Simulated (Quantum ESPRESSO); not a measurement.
# Hf2F (P3m1) in Quantum ESPRESSO: further runs, part 3 of 3

Quantum ESPRESSO 7.5. Earlier steps stand in the parts before.

### Step 4. Phonons, PBE+D2

pw.in reads:

```
&CONTROL
  calculation = 'scf'
  prefix = 'pwscf'
  outdir = './tmp'
  pseudo_dir = './pseudo'
  tprnfor = .true.
  tstress = .true.
  disk_io = 'low'
/
&SYSTEM
  ibrav = 0
  celldm(1) = 8
  nat = 3
  ntyp = 2
  ecutwfc = 45
  ecutrho = 360
  nbnd = 23
  occupations = 'smearing'
  smearing = 'fd'
  degauss = 0.00367493
  vdw_corr = 'grimme-d2'
/
&ELECTRONS
  conv_thr = 6d-10
  electron_maxstep = 120
  mixing_beta = 0.5
/
ATOMIC_SPECIES
Hf   178.4900 hf_pbe_v1.uspp.F.UPF
F     18.9984 f_pbe_v1.4.uspp.F.UPF
CELL_PARAMETERS alat
  0.8500398344487   0.0000000000000   0.0000000000000
 -0.4250199184054   0.7361560918983   0.0000000000000
  0.0000000000000   0.0000000000000   1.1846457733512
ATOMIC_POSITIONS crystal
Hf     0.0000000000    0.0000000000    0.1356534200
Hf     0.6666666700    0.3333333300    0.5117898200
F      0.0000000000    0.0000000000    0.6334119100
K_POINTS automatic
4 4 4 0 0 1
```

relax.in reads:

```
&CONTROL
  calculation = 'vc-relax'
  prefix = 'pwscf'
  outdir = './tmp'
  pseudo_dir = './pseudo'
  tprnfor = .true.
  tstress = .true.
  disk_io = 'low'
  nstep = 40
  forc_conv_thr = 0.0001
  etot_conv_thr = 1d-06
/
&SYSTEM
  ibrav = 0
  celldm(1) = 8
  nat = 3
  ntyp = 2
  ecutwfc = 45
  ecutrho = 360
  nbnd = 23
  occupations = 'smearing'
  smearing = 'fd'
  degauss = 0.00367493
  vdw_corr = 'grimme-d2'
/
&ELECTRONS
  conv_thr = 6d-10
  electron_maxstep = 120
  mixing_beta = 0.5
/
&IONS
  ion_dynamics = 'bfgs'
/
&CELL
  cell_dynamics = 'bfgs'
  press = 0
  press_conv_thr = 0.2
/
ATOMIC_SPECIES
Hf   178.4900 hf_pbe_v1.uspp.F.UPF
F     18.9984 f_pbe_v1.4.uspp.F.UPF
CELL_PARAMETERS alat
  0.8500398344487   0.0000000000000   0.0000000000000
 -0.4250199184054   0.7361560918983   0.0000000000000
  0.0000000000000   0.0000000000000   1.1846457733512
ATOMIC_POSITIONS crystal
Hf     0.0000000000    0.0000000000    0.1356534200
Hf     0.6666666700    0.3333333300    0.5117898200
F      0.0000000000    0.0000000000    0.6334119100
K_POINTS automatic
4 4 4 0 0 1
```

scf2.in reads:

```
&CONTROL
  calculation = 'scf'
  prefix = 'pwscf'
  outdir = './tmp'
  pseudo_dir = './pseudo'
  tprnfor = .true.
  tstress = .true.
  disk_io = 'low'
/
&SYSTEM
  ibrav = 0
  celldm(1) = 8
  nat = 3
  ntyp = 2
  ecutwfc = 45
  ecutrho = 360
  nbnd = 23
  occupations = 'smearing'
  smearing = 'fd'
  degauss = 0.00367493
  vdw_corr = 'grimme-d2'
/
&ELECTRONS
  conv_thr = 1d-13
  electron_maxstep = 120
  mixing_beta = 0.5
  startingpot = 'file'
  startingwfc = 'file'
/
ATOMIC_SPECIES
Hf   178.4900 hf_pbe_v1.uspp.F.UPF
F     18.9984 f_pbe_v1.4.uspp.F.UPF
CELL_PARAMETERS alat
  0.7547649108150   0.0000000006129   0.0000000000000
 -0.3773824559382   0.6536455863444   0.0000000000000
  0.0000000000000   0.0000000000000   1.3932696382406
ATOMIC_POSITIONS crystal
Hf     0.0000000000    0.0000000000    0.0823572812
Hf     0.6666666667    0.3333333333    0.4856758183
F      0.0000000000    0.0000000000    0.7128220505
K_POINTS automatic
4 4 4 0 0 1
```

ph.in reads:

```
phonons of Hf2F
&INPUTPH
  prefix = 'pwscf'
  outdir = './tmp'
  tr2_ph = 1d-18
  fildyn = 'dyn'
  niter_ph = 90
  alpha_mix(1) = 0.4
/
0.0000000000 0.0000000000 0.0000000000
```

dynmat.in reads:

```
&INPUT
  fildyn = 'dyn'
  asr = 'crystal'
  filout = 'dynmat.disp'
  fileig = 'dynmat.eig'
/
```

Potentials or basis: GBRV 1.5 PBE.

On the command line:

```bash
$ OMP_NUM_THREADS=1 pw.x -in pw.in > pw.out
$ OMP_NUM_THREADS=1 pw.x -in relax.in > relax.out
$ OMP_NUM_THREADS=1 pw.x -in scf2.in > scf2.out
$ OMP_NUM_THREADS=1 ph.x -in ph.in > ph.out
$ OMP_NUM_THREADS=1 dynmat.x -in dynmat.in > dynmat.out
```

pw.out:

```text
This program is part of the open-source Quantum ESPRESSO suite
     for quantum simulation of materials; please cite
[... 9 lines left out ...]
     --------------------
     sticks:   dense  smooth     PW     G-vecs:    dense   smooth      PW
     Sum        1159     583    163                43839    15515    2501

     Using Slab Decomposition

     bravais-lattice index     =            0
     lattice parameter (alat)  =       8.0000  a.u.
     unit-cell volume          =     379.5488 (a.u.)^3
     number of atoms/cell      =            3
     number of atomic types    =            2
     number of electrons       =        31.00
     number of Kohn-Sham states=           23
     kinetic-energy cutoff     =      45.0000  Ry
     charge density cutoff     =     360.0000  Ry
     scf convergence threshold =      6.0E-10
     mixing beta               =       0.5000
     number of iterations used =            8  plain     mixing
     Exchange-correlation=  SLA  PW   PBX  PBC
                           (   1   4   3   4   0   0   0)

     celldm(1)=   8.000000  celldm(2)=   0.000000  celldm(3)=   0.000000
     celldm(4)=   0.000000  celldm(5)=   0.000000  celldm(6)=   0.000000

     crystal axes: (cart. coord. in units of alat)
               a(1) = (   0.850040   0.000000   0.000000 )
               a(2) = (  -0.425020   0.736156   0.000000 )
               a(3) = (   0.000000   0.000000   1.184646 )

     reciprocal axes: (cart. coord. in units 2 pi/alat)
               b(1) = (  1.176415  0.679204 -0.000000 )
               b(2) = (  0.000000  1.358408  0.000000 )
               b(3) = (  0.000000 -0.000000  0.844134 )

     PseudoPot. # 1 for Hf read from file:
     hf_pbe_v1.uspp.F.UPF
[... 71 lines left out ...]
     Starting wfcs are   30 randomized atomic wfcs

     Self-consistent Calculation

     iteration #  1     ecut=    45.00 Ry     beta= 0.50
     Davidson diagonalization with overlap
     ethr =  1.00E-02,  avg # of iterations =  2.9

     negative rho (up, down):  2.229E-01 0.000E+00
[... 103 lines left out ...]
     iteration # 13     ecut=    45.00 Ry     beta= 0.50
     Davidson diagonalization with overlap
     ethr =  2.72E-11,  avg # of iterations =  2.0

     negative rho (up, down):  2.221E-01 0.000E+00

     End of self-consistent calculation

          k = 0.0000 0.0000 0.1055 (  1964 PWs)   bands (ev):

   -49.3574 -48.9864 -18.3556 -18.2019 -18.2019 -17.6539 -17.4129 -17.4129
   -14.8138   3.2088   3.2088   3.2866   7.7366  12.3167  12.9672  12.9672
    13.9544  13.9544  14.5493  16.8266  17.6347  17.6347  18.0858
[... 51 lines left out ...]
   -49.3461 -48.9897 -18.7251 -18.2462 -18.1899 -17.6825 -17.4203 -17.4133
   -14.4432   2.8659   3.1954   3.4188   9.7678  11.4318  12.7610  13.1379
    14.0461  14.6078  14.9914  16.3949  17.0168  17.2525  18.4086

     the Fermi energy is    13.0195 ev

!    total energy              =    -366.71894888 Ry
     estimated scf accuracy    <          3.0E-11 Ry
     smearing contrib. (-TS)   =      -0.00274670 Ry
     internal energy E=F+TS    =    -366.71620218 Ry

     The total energy is F=E-TS. E is the sum of the following terms:
     one-electron contribution =     -82.32409340 Ry
     hartree contribution      =      53.59661074 Ry
     xc contribution           =    -160.91820978 Ry
     ewald contribution        =    -176.81449626 Ry
     Dispersion Correction     =      -0.25601349 Ry

     convergence has been achieved in  13 iterations

     negative rho (up, down):  2.221E-01 0.000E+00

     Forces acting on atoms (cartesian axes, Ry/au):

     atom    1 type  1   force =     0.00000000   -0.00000000   -0.12732891
     atom    2 type  1   force =     0.00000000    0.00000000    0.10620002
     atom    3 type  2   force =     0.00000000    0.00000000    0.02112889

     Total force =     0.167145     Total SCF correction =     0.000022

     Computing stress (Cartesian axis) and pressure

     negative rho (up, down):  2.221E-01 0.000E+00
          total   stress  (Ry/bohr**3)                   (kbar)     P=       43.96
   0.00034607   0.00000000   0.00000000           50.91        0.00        0.00
   0.00000000   0.00034607   0.00000000            0.00       50.91        0.00
   0.00000000   0.00000000   0.00020428            0.00        0.00       30.05

=------------------------------------------------------------------------------=
   JOB DONE.
=------------------------------------------------------------------------------=
```

scf2.out:

```text
This program is part of the open-source Quantum ESPRESSO suite
     for quantum simulation of materials; please cite
[... 9 lines left out ...]
     --------------------
     sticks:   dense  smooth     PW     G-vecs:    dense   smooth      PW
     Sum         913     451    139                40639    14297    2337
[... 348 lines left out ...]
  -0.00000349   0.00000000   0.00000000           -0.51        0.00        0.00
   0.00000000  -0.00000349   0.00000000            0.00       -0.51        0.00
   0.00000000  -0.00000000   0.00007599            0.00       -0.00       11.18

=------------------------------------------------------------------------------=
   JOB DONE.
=------------------------------------------------------------------------------=
```

Wall time 28 min (1 thread of Intel Xeon at 2.50GHz (Skylake/Cascade Lake), shared host); peak memory 0.36 GiB.

Results:

```yaml
Free_energy: -4991.2914 eV
Relaxed_volume: 17.38 Å³/atom
Relaxed_cell: a = 3.195 Å, b = 3.195 Å, c = 5.898 Å, α = 90.00°, β = 90.00°, γ = 120.00°
Space_group_after_relaxing_to_0.05_Å: P3m1 (No. 156)
Pressure_after_relaxing: 0.3 GPa
Largest_force_after_relaxing: 0.006 eV/Å
Band_gap_on_the_k_mesh: none (metal or under the smearing width)
Highest_phonon_frequency_at_Γ: 417 cm⁻¹
```

Forces in eV/Å, atoms in the order of the input:
```
Hf   0.000  0.000 -0.006
Hf   0.000  0.000  0.000
F    0.000  0.000  0.005
```

Step by step:
| step | energy change (eV) | largest force (eV/Å) | pressure (GPa) | volume (Å³) |
| --- | --- | --- | --- | --- |
| 1 | 0.0000 | 3.2738 | 4.40 | 56.24 |
| 2 | -0.3281 | 2.1302 | 0.29 | 57.51 |
| 3 | -0.5501 | 1.5021 | -0.45 | 57.79 |
| 4 | -0.7813 | 0.7251 | 0.59 | 57.95 |
| 5 | -0.8793 | 1.2402 | 2.03 | 58.54 |
| 6 | -0.9587 | 1.2850 | 1.15 | 59.13 |
| 7 | -1.0937 | 1.1528 | -0.44 | 59.85 |
| 8 | -1.2490 | 0.8416 | -2.53 | 60.30 |
| 9 | -1.4002 | 0.5984 | -5.07 | 59.96 |
| 10 | -1.6489 | 0.3834 | -7.35 | 58.04 |
| 11 | -1.2814 | 2.9294 | 0.27 | 53.90 |
| 12 | -1.6854 | 0.3125 | -6.88 | 57.15 |
| 13 | -1.7445 | 0.3717 | -4.78 | 55.56 |
| 14 | -1.8022 | 0.1631 | -0.67 | 52.73 |
| 15 | -1.8053 | 0.0429 | 0.24 | 52.06 |
| 16 | -1.8055 | 0.0230 | 0.06 | 52.15 |
| 17 | -1.8055 | 0.0070 | -0.01 | 52.17 |
| 18 | -1.8055 | 0.0008 | -0.01 | 52.15 |

Final structure:
```
CELL_PARAMETERS angstrom
3.19524 0.00000 0.00000
-1.59762 2.76715 0.00000
0.00000 0.00000 5.89829
ATOMIC_POSITIONS crystal
Hf 0.00000 0.00000 0.08236
Hf 0.66667 0.33333 0.48568
F 0.00000 0.00000 0.71282
```

Levels at points of the mesh, in eV from the Fermi level:
| k point | band 13 | band 14 | band 15 | band 16 | band 17 | band 18 |
| --- | --- | --- | --- | --- | --- | --- |
| (0.00, 0.00, 0.12) | -5.87 | -3.02 | 1.05 | 1.11 | 1.11 | 1.44 |

Phonon frequencies in cm⁻¹ (negative: imaginary):
```csv
q point,frequencies
"(0.000, 0.000, 0.000)",-5 1 1 66 66 160 236 236 417
```

Optical modes at Γ, degenerate ones joined:
```tsv
cm⁻¹	components	symmetry	active in
66	2	E	IR and Raman
160	1	A1	IR and Raman
236	2	E	IR and Raman
417	1	A1	IR and Raman
```

Caveat: the k mesh is coarse (spacing up to 0.50 Å⁻¹), so the values aren't converged; the mesh is thin for the phonons of a metal; an odd number of electrons without spin polarisation forces a metal; a magnetic or distorted state may lie lower; pairwise dispersion overbinds metals, which lowers pressure and volume. Spin-orbit coupling is left out, which matters for the levels of Hf.

### Step 5. Overview

```tsv
level	potentials or basis	cell	k mesh	cutoff (eV)	form of the LDA correlation	gap on the mesh (eV)	pressure (GPa)
LDA	PseudoDojo 0.4.1 SR LDA standard	relaxed to 80 GPa	4 × 4 × 2, shifted	1143	PW92	none	80.0
PBE	GBRV 1.5 PBE	relaxed	4 × 4 × 4, shifted	612	-	none	0.7
PBE+D2	GBRV 1.5 PBE	relaxed	4 × 4 × 4, shifted	612	-	none	0.3
```

Alike in all rows: task phonons; no spin polarisation; smearing fermi-dirac 0.05 eV; the mesh is coarse, so values aren't converged.

Caveats: all runs use coarse meshes; the mesh is thin for the phonons of a metal; an odd number of electrons without spin polarisation forces a metal; a magnetic or distorted state may lie lower; the volume moved by over 15 % at a fixed basis, so the end points are rough (some runs); the cell is more than 3 GPa from zero pressure, which shifts response properties (some runs); the cell relaxed to another space group than the one typed (some runs); pairwise dispersion overbinds metals, which lowers pressure and volume (some runs).

Total energies depend on the potentials used, so only differences within one code and one set of settings carry meaning.
